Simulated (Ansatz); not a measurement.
# CH6N2Si2: how energies converge with the basis set

The task here is to estimate one member of a computed series from the others.

Method: one geometry, several basis sets; program: Ansatz 0.2.0, Gaussian basis.

Levels to be run: PBE0-D4/def2-SVP; ωB97M-V/def2-SVP; PBE0-D4/def2-QZVPP; ωB97M-V/def2-QZVPP; the functionals' def2-TZVPP values are taken from earlier runs.

### Structure used throughout

All runs share one geometry, relaxed beforehand with PBE0-D4 in a triple-zeta def2 set.

SMILES `NC1=N[SiH]1[SiH3]`, 11 atoms, charge 0, spin multiplicity 1.

Atoms are counted from 1 here; the program's logs count them from 0.

Bond lengths: N1–C2 1.335 Å, N1–H6 1.008 Å, N1–H7 1.001 Å, C2–N3 1.288 Å, C2–Si4 1.786 Å, N3–Si4 1.781 Å, Si4–Si5 2.327 Å, Si4–H8 1.487 Å, Si5–H9 1.489 Å, Si5–H10 1.488 Å, Si5–H11 1.486 Å. Angles: C2–N1–H6 119.7°, C2–N1–H7 120.7°, H6–N1–H7 119.1°, N1–C2–N3 132.0°, N1–C2–Si4 159.4°, N3–C2–Si4 68.6°, C2–N3–Si4 69.0°, C2–Si4–N3 42.3°, C2–Si4–Si5 121.4°, C2–Si4–H8 119.2°, N3–Si4–Si5 119.6°, N3–Si4–H8 118.0°, Si5–Si4–H8 116.1°, Si4–Si5–H9 110.2°, Si4–Si5–H10 110.9°, Si4–Si5–H11 109.0°, H9–Si5–H10 108.1°, H9–Si5–H11 109.3° and more.

Set-up of the first run:

Contents of in.yaml:

```yaml
crystal:
  periodic: [false, false, false]
  atoms:
    - {symbol: N, position_ang: [-1.498240, 2.001884, -0.302991]}
    - {symbol: C, position_ang: [-0.526672, 1.129522, -0.579686]}
    - {symbol: N, position_ang: [0.702800, 1.290543, -0.926779]}
    - {symbol: Si, position_ang: [0.296148, -0.439605, -0.806781]}
    - {symbol: Si, position_ang: [1.067330, -1.677314, 1.006993]}
    - {symbol: H, position_ang: [-1.328150, 2.989495, -0.411915]}
    - {symbol: H, position_ang: [-2.428177, 1.686689, -0.106977]}
    - {symbol: H, position_ang: [0.082401, -1.194427, -2.069586]}
    - {symbol: H, position_ang: [0.171960, -2.840721, 1.254838]}
    - {symbol: H, position_ang: [2.438916, -2.195569, 0.752096]}
    - {symbol: H, position_ang: [1.086982, -0.807597, 2.211487]}
basis:
  gaussian: {orbitals: def2-SVP}
hamiltonian: {xc: pbe0, dispersion: d4}
output: {orbitals: {seedname: orbitals}}
```

Among the steps run: PBE0-D4 in def2-SVP; ωB97M-V in def2-SVP; PBE0-D4 in def2-QZVPP; ωB97M-V in def2-QZVPP.

One table of the session follows, with a row left open; its other results are not shown here.

It belongs to the step «Functionals by basis». 

| functional | basis | HOMO (eV) |
| --- | --- | --- |
| PBE0-D4 | def2-SVP | ? |
| PBE0-D4 | def2-TZVPP | -6.51 |
| PBE0-D4 | def2-QZVPP | -6.55 |
| ωB97M-V | def2-SVP | -8.56 |
| ωB97M-V | def2-TZVPP | -8.69 |
| ωB97M-V | def2-QZVPP | -8.73 |

Q: Estimate the row for PBE0-D4, def2-SVP from the others.

**Answer.** HOMO (eV): -6.41. In the column «HOMO (eV)» it is the highest.
